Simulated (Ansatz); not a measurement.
# CH₃NSSi: how energies converge with the basis set

How large a basis does CH₃NSSi need? Two functionals and correlated methods are run in growing sets.

Method: one geometry, several basis sets; program: Ansatz 0.2.0, Gaussian basis.

Levels to be run: PBE0-D4/def2-SVP; ωB97M-V/def2-SVP; PBE0-D4/def2-QZVPP; ωB97M-V/def2-QZVPP; CCSD(T)/cc-pV(D+d)Z; CCSD(T)/cc-pV(T+d)Z; MP2/cc-pV(Q+d)Z; the functionals' def2-TZVPP values are taken from earlier runs.

2 further runs of the same task are left out: 2 that didn't finish.

## 1. The relaxed structure

The geometry comes from an earlier relaxation with PBE0-D4 in a triple-zeta def2 set; it is a stationary point, not always the lowest conformer.

SMILES `[SiH3]N=C=S`, 7 atoms, charge 0, spin multiplicity 1.

Atoms are counted from 1 here; the program's logs count them from 0.

Bond lengths: Si1–N2 1.712 Å, Si1–H5 1.481 Å, Si1–H6 1.481 Å, Si1–H7 1.481 Å, N2–C3 1.187 Å, C3–S4 1.568 Å. Angles: N2–Si1–H5 108.5°, N2–Si1–H6 108.5°, N2–Si1–H7 108.5°, H5–Si1–H6 110.4°, H5–Si1–H7 110.4°, H6–Si1–H7 110.4°, Si1–N2–C3 180.0°, N2–C3–S4 180.0°.

## 2. PBE0-D4 in def2-SVP

File in.yaml:

```yaml
crystal:
  periodic: [false, false, false]
  atoms:
    - {symbol: Si, position_ang: [-0.298403, 0.995312, -0.346803]}
    - {symbol: N, position_ang: [0.168190, -0.560516, 0.194906]}
    - {symbol: C, position_ang: [0.491571, -1.639241, 0.570995]}
    - {symbol: S, position_ang: [0.918550, -3.063589, 1.067546]}
    - {symbol: H, position_ang: [-0.968193, 0.854715, -1.660468]}
    - {symbol: H, position_ang: [-1.228152, 1.579993, 0.647099]}
    - {symbol: H, position_ang: [0.916446, 1.833326, -0.473276]}
basis:
  gaussian: {orbitals: def2-SVP}
hamiltonian: {xc: pbe0, dispersion: d4}
output: {orbitals: {seedname: orbitals}}
```

On the command line:

```
$ ansatz run in.yaml --threads 2 --pin off --events-out ev --progress --plain --max-ram 32768MiB --backend cpu
```

After this run come: ωB97M-V in def2-SVP; PBE0-D4 in def2-QZVPP; ωB97M-V in def2-QZVPP; CCSD(T) in cc-pV(D+d)Z; CCSD(T) in cc-pV(T+d)Z; MP2 in cc-pV(Q+d)Z.

**Question.** What will the summary of the whole plan be? Wanted: MP2 correlation recovered, cc-pV(D+d)Z; MP2 correlation recovered, cc-pV(T+d)Z; MP2 correlation recovered, cc-pV(Q+d)Z; PBE0-D4: double and triple zeta above quadruple; ωB97M-V: double and triple zeta above quadruple.

The runs gave:

| quantity | value |
| --- | --- |
| MP2 correlation recovered, cc-pV(D+d)Z | 71.7 % |
| MP2 correlation recovered, cc-pV(T+d)Z | 88.9 % |
| MP2 correlation recovered, cc-pV(Q+d)Z | 95.4 % |
| PBE0-D4: double and triple zeta above quadruple | 10.18, 0.73 eV |
| ωB97M-V: double and triple zeta above quadruple | 10.21, 0.67 eV |

What this shows: For PBE0-D4 the step from double to triple zeta gains 9.45 eV and the next only 0.73 eV. In cc-pV(D+d)Z MP2 holds 72 % of its limit, in cc-pV(Q+d)Z 95 %, while Hartree-Fock is within 0.112 eV in the largest set. Total energies overstate the basis error of differences, where much of it tends to cancel. The LUMO of ωB97M-V is positive and keeps falling with the basis (1.77 to 1.18 eV): an unbound level that the basis holds in place.
